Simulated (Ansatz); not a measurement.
# Hf2Pd2Se2Br2O3 (Cm) in Ansatz: convergence with k mesh

Aim: find how far k mesh must go before the results for Hf2Pd2Se2Br2O3 settle, at PBE. This setting moves, with any that are tied to it; all else stays.

Program: Ansatz 0.2.0. These are calculated values, not measurements. Logs are shortened: lines on timing, memory, paths and dates and some standing lists are left out, and cuts for length are marked.

**1. The crystal as given**

The structure is monoclinic, space group Cm (No. 8). The conventional cell has a = 15.354 Å, b = 3.419 Å, c = 13.208 Å, α = 90.00°, β = 107.63°, γ = 90.00°. Around Hf (site symmetry m) lie 3 O at 1.97 to 2.13 Å. Hf (site symmetry m) is surrounded by 3 O at 1.87 to 2.09 Å. Pd (site symmetry m) has 2 O at 2.23 Å and 2 Se at 2.41 Å as nearest neighbours. Pd (site symmetry m) is surrounded by 4 Se at 2.42 to 2.60 Å. Around Se (site symmetry m) lie 2 Pd at 2.42 Å and 1 Hf at 2.76 Å. Around Se (site symmetry m) lie 4 Pd at 2.41 to 2.60 Å. Br (site symmetry m) is surrounded by 3 Hf at 2.82 to 3.06 Å and 3 O at 3.21 to 3.22 Å. Around Br (site symmetry m) lie 2 Hf at 2.73 Å.

The cell was built by a generator and needn't be a form met in nature.

**2. With k mesh 3 × 3 × 1**

File input.yaml:

```yaml
crystal:
  lattice:
    - [7.58666, -1.70971, -1.17576]
    - [7.58666, 1.70971, -1.17576]
    - [-2.02446, 0.0, 13.05155]
  atoms:
    - { symbol: Hf, position: [0.94514, 0.94514, 0.06144] }
    - { symbol: Hf, position: [0.60628, 0.60628, 0.28309] }
    - { symbol: Pd, position: [0.1792, 0.1792, 0.50964] }
    - { symbol: Pd, position: [0.32286, 0.32286, 0.74307] }
    - { symbol: Se, position: [0.92232, 0.92232, 0.84566] }
    - { symbol: Se, position: [0.78991, 0.78991, 0.588] }
    - { symbol: Br, position: [0.58645, 0.58645, 0.0452] }
    - { symbol: Br, position: [0.24604, 0.24604, 0.28651] }
    - { symbol: O, position: [0.59701, 0.59701, 0.42127] }
    - { symbol: O, position: [0.38554, 0.38554, 0.07302] }
    - { symbol: O, position: [0.03094, 0.03094, 0.22169] }
hamiltonian:
  xc: pbe
  pseudopotentials: { kind: paw }
kpoints:
  mp_grid: { grid: [3, 3, 1] }
scf:
  occupations: { method: fermi_dirac, width: 0.05 }
output:
  forces: true
  stress: true
  eigenvalues: true
```

Potentials or basis: Ansatz PAW.

On the command line:

```sh
ansatz run input.yaml --threads 8 --pin off --max-ram 20480MiB --backend cpu --events-out ev --progress --plain --runs-dir out
```

What it wrote:

```text
[... 90 lines left out ...]
  k-point 1: bands = ["-79.0021", "-78.9623", "-57.9074", "-57.8863", "-45.0159", "-44.9640", "-44.9386", "-44.9170", "-44.3082", "-44.2923", "-43.0476", "-43.0464", "-42.9918", "-42.9821", "-42.9667", "-42.5674", "-42.5653", "-42.4691", "-42.4227", "-42.4025", "-26.8523", "-26.8304", "-26.7334", "-26.6773", "-26.6521", "-26.5729", "-14.1722", "-13.0887", "-12.9170", "-10.3624", "-10.2568", "-8.0613", "-7.8590", "-7.8385", "-7.8352", "-7.8185", "-7.8040", "-7.7951", "-7.7905", "-7.7847", "-7.7784", "-7.7654", "-7.7586", "-7.7426", "-7.7234", "-7.7094", "-7.4973", "-1.3232", "-0.9804", "-0.5483", "-0.4929", "-0.2848", "0.0119", "0.1136", "0.2149", "0.3465", "0.4768", "0.8429", "1.0739", "1.1259", "1.3010", "1.3540", "1.6701", "1.7806", "1.9339", "2.0647", "2.2696", "2.6179", "2.9228", "3.1321", "3.3211", "3.6300", "3.7275", "3.9639", "4.2594", "4.4317", "5.8462", "6.0358", "7.0219", "7.4257", "7.6722", "8.1281", "8.4112", "8.7025", "9.1612", "9.3629", "9.5222", "9.7129"]
  k-point 2: bands = ["-79.0027", "-78.9629", "-57.9141", "-57.8936", "-45.0023", "-44.9645", "-44.9257", "-44.9165", "-44.3090", "-44.2932", "-43.0479", "-43.0476", "-42.9917", "-42.9827", "-42.9666", "-42.5685", "-42.5655", "-42.4688", "-42.4227", "-42.4029", "-26.8287", "-26.7132", "-26.7093", "-26.5862", "-26.5550", "-26.4730", "-14.4447", "-13.6761", "-12.9793", "-10.6790", "-10.5254", "-8.5669", "-7.9214", "-7.8491", "-7.8426", "-7.8126", "-7.8064", "-7.7966", "-7.7959", "-7.7870", "-7.7733", "-7.7684", "-7.7571", "-7.7397", "-7.7219", "-7.7193", "-7.6754", "-1.7016", "-0.7801", "-0.7375", "-0.5902", "-0.3415", "-0.1602", "-0.0192", "0.1455", "0.6931", "0.9208", "1.1754", "1.1814", "1.2758", "1.4707", "1.6589", "1.9452", "2.1313", "2.3638", "2.3777", "2.6312", "3.0206", "3.1295", "3.1911", "3.2932", "3.6420", "3.7007", "4.0518", "4.3318", "4.5102", "5.9401", "6.7981", "7.2163", "7.7322", "7.9979", "8.0650", "8.2016", "8.4936", "8.7503", "8.8297", "9.3607", "9.5415"]
  k-point 3: bands = ["-79.0021", "-78.9623", "-57.9074", "-57.8863", "-45.0159", "-44.9640", "-44.9386", "-44.9170", "-44.3082", "-44.2923", "-43.0477", "-43.0464", "-42.9918", "-42.9821", "-42.9667", "-42.5674", "-42.5653", "-42.4691", "-42.4227", "-42.4025", "-26.8523", "-26.8304", "-26.7334", "-26.6773", "-26.6521", "-26.5729", "-14.1722", "-13.0887", "-12.9170", "-10.3623", "-10.2567", "-8.0613", "-7.8590", "-7.8384", "-7.8354", "-7.8185", "-7.8039", "-7.7951", "-7.7905", "-7.7848", "-7.7782", "-7.7652", "-7.7586", "-7.7422", "-7.7241", "-7.7093", "-7.4974", "-1.3303", "-0.9910", "-0.5392", "-0.4820", "-0.2975", "0.0593", "0.0877", "0.2495", "0.3097", "0.5113", "0.7970", "1.0473", "1.0977", "1.3371", "1.4586", "1.6145", "1.7941", "1.9221", "1.9729", "2.2716", "2.6460", "2.9426", "3.1297", "3.3427", "3.6152", "3.7305", "3.9404", "4.2614", "4.4357", "5.8440", "6.0293", "7.0075", "7.4474", "7.6297", "8.1143", "8.4256", "8.7301", "9.1392", "9.4758", "9.5937", "9.7997"]
```

It took 2.3 s on 8 threads of Arm Neoverse V1, shared host; peak memory 0.9 GiB.

What came out:

```yaml
Free_energy: -63604.8738 eV
Pressure: 0.1 GPa
Largest_force: 0.423 eV/Å
Band_gap_on_the_k_mesh: 1.27 eV, indirect (least direct gap 1.35 eV)
```

**3. With k mesh 4 × 4 × 1**

Changes to input.yaml since step 2:

```diff
@@ -21,3 +21,3 @@
 kpoints:
-  mp_grid: { grid: [3, 3, 1] }
+  mp_grid: { grid: [4, 4, 1] }
 scf:
```

Potentials or basis: Ansatz PAW.

On the command line:

```sh
ansatz run input.yaml --threads 8 --pin off --max-ram 20480MiB --backend cpu --events-out ev --progress --plain --runs-dir out
```

Wall time 3.1 s (8 threads of Arm Neoverse V1, shared host); peak memory 1.1 GiB.

Results:

```yaml
Free_energy: -63604.8196 eV
Pressure: 0.0 GPa
Largest_force: 0.072 eV/Å
Band_gap_on_the_k_mesh: 0.89 eV, direct
```

**4. With k mesh 5 × 5 × 2**

Changes to input.yaml since step 3:

```diff
@@ -21,3 +21,3 @@
 kpoints:
-  mp_grid: { grid: [4, 4, 1] }
+  mp_grid: { grid: [5, 5, 2] }
 scf:
```

On the command line:

```sh
ansatz run input.yaml --threads 8 --pin off --max-ram 20480MiB --backend cpu --events-out ev --progress --plain --runs-dir out
```

It took 8.4 s on 8 threads of Arm Neoverse V1, shared host; peak memory 1.6 GiB.

Results:

| Property | Result |
| --- | --- |
| Free energy | -63604.8144 eV |
| Pressure | 0.0 GPa |
| Largest force | 0.195 eV/Å |
| Band gap on the k mesh | 0.64 eV, direct |

**5. With k mesh 6 × 6 × 2**

Changes to input.yaml since step 4:

```diff
@@ -21,3 +21,3 @@
 kpoints:
-  mp_grid: { grid: [5, 5, 2] }
+  mp_grid: { grid: [6, 6, 2] }
 scf:
```

On the command line:

```sh
ansatz run input.yaml --threads 8 --pin off --max-ram 20480MiB --backend cpu --events-out ev --progress --plain --runs-dir out
```

Run time: 11 s. Hardware: 8 threads of Arm Neoverse V1, shared host; peak memory 1.7 GiB.

Results:

```yaml
Free_energy: -63604.8306 eV
Pressure: 0.0 GPa
Largest_force: 0.127 eV/Å
Band_gap_on_the_k_mesh: 0.66 eV, indirect (least direct gap 0.67 eV)
```

**6. With k mesh 7 × 7 × 2**

Changes to input.yaml since step 5:

```diff
@@ -21,3 +21,3 @@
 kpoints:
-  mp_grid: { grid: [6, 6, 2] }
+  mp_grid: { grid: [7, 7, 2] }
 scf:
```

Potentials or basis: Ansatz PAW.

On the command line:

```sh
ansatz run input.yaml --threads 8 --pin off --max-ram 20480MiB --backend cpu --events-out ev --progress --plain --runs-dir out
```

Run time: 15 s. Hardware: 8 threads of Arm Neoverse V1, shared host; peak memory 1.7 GiB.

The run converged. Its results:

```yaml
Free_energy: -63604.8413 eV
Pressure: 0.0 GPa
Largest_force: 0.024 eV/Å
Band_gap_on_the_k_mesh: 0.75 eV, indirect (least direct gap 0.78 eV)
```

**7. With k mesh 9 × 9 × 3**

Changes to input.yaml since step 6:

```diff
@@ -21,3 +21,3 @@
 kpoints:
-  mp_grid: { grid: [7, 7, 2] }
+  mp_grid: { grid: [9, 9, 3] }
 scf:
```

On the command line:

```sh
ansatz run input.yaml --threads 8 --pin off --max-ram 20480MiB --backend cpu --events-out ev --progress --plain --runs-dir out
```

It took 32 s on 8 threads of Arm Neoverse V1, shared host; peak memory 2.3 GiB.

Results (log left out):

* Free energy: -63604.8404 eV
* Pressure: 0.0 GPa
* Largest force: 0.025 eV/Å
* Band gap on the k mesh: 0.72 eV, direct

**8. With k mesh 11 × 11 × 3**

Changes to input.yaml since step 7:

```diff
@@ -21,3 +21,3 @@
 kpoints:
-  mp_grid: { grid: [9, 9, 3] }
+  mp_grid: { grid: [11, 11, 3] }
 scf:
```

On the command line:

```sh
ansatz run input.yaml --threads 8 --pin off --max-ram 20480MiB --backend cpu --events-out ev --progress --plain --runs-dir out
```

Wall time 46 s (8 threads of Arm Neoverse V1, shared host); peak memory 2.7 GiB.

The run converged. Its results:

* Free energy: -63604.8395 eV
* Pressure: 0.0 GPa
* Largest force: 0.046 eV/Å
* Band gap on the k mesh: 0.64 eV, direct

**9. With k mesh 13 × 13 × 4**

Changes to input.yaml since step 8:

```diff
@@ -21,3 +21,3 @@
 kpoints:
-  mp_grid: { grid: [11, 11, 3] }
+  mp_grid: { grid: [13, 13, 4] }
 scf:
```

Potentials or basis: Ansatz PAW.

On the command line:

```sh
ansatz run input.yaml --threads 8 --pin off --max-ram 20480MiB --backend cpu --events-out ev --progress --plain --runs-dir out
```

Run time: 86 s. Hardware: 8 threads of Arm Neoverse V1, shared host; peak memory 4 GiB.

It converged, with:

* Free energy: -63604.8401 eV
* Pressure: 0.0 GPa
* Largest force: 0.034 eV/Å
* Band gap on the k mesh: 0.71 eV, indirect (least direct gap 0.73 eV)

**10. The series at a glance**

```tsv
k mesh	energy less the tightest run, at zero smearing (meV/atom)	pressure (GPa)	largest force (eV/Å)	gap on the mesh (eV)	SCF cycles	CPU time (s)	peak memory (GiB)
3 × 3 × 1	-3.08	0.06	0.423	1.268	10	16	0.9
4 × 4 × 1	1.86	0.04	0.072	0.888	10	23	1.1
5 × 5 × 2	2.35	0.02	0.195	0.640	10	64	1.6
6 × 6 × 2	0.87	0.01	0.127	0.662	10	84	1.7
7 × 7 × 2	-0.12	0.01	0.024	0.754	10	110	1.7
9 × 9 × 3	-0.03	0.00	0.025	0.717	10	250	2.3
11 × 11 × 3	0.06	0.00	0.046	0.639	10	370	2.7
13 × 13 × 4	0.00	0.00	0.034	0.708	10	680	4
```

Against the tightest run, the energy stays within 1 meV/atom from 6 × 6 × 2 on; the pressure stays within 0.1 GPa from 3 × 3 × 1 on. Not settled before the last step: the largest force (to 0.005 eV/Å), the gap on the mesh (to 0.01 eV). Meshes of other sizes hit other points, so gaps and Fermi surfaces needn't settle smoothly. The tightest run that finished is the yardstick and may itself not be fully converged.

Caveats: odd divisions of the mesh miss points on the zone boundary, where band edges often lie, so the gap on the mesh can be too wide; spin-orbit coupling is left out, which moves the levels of the heavy elements.
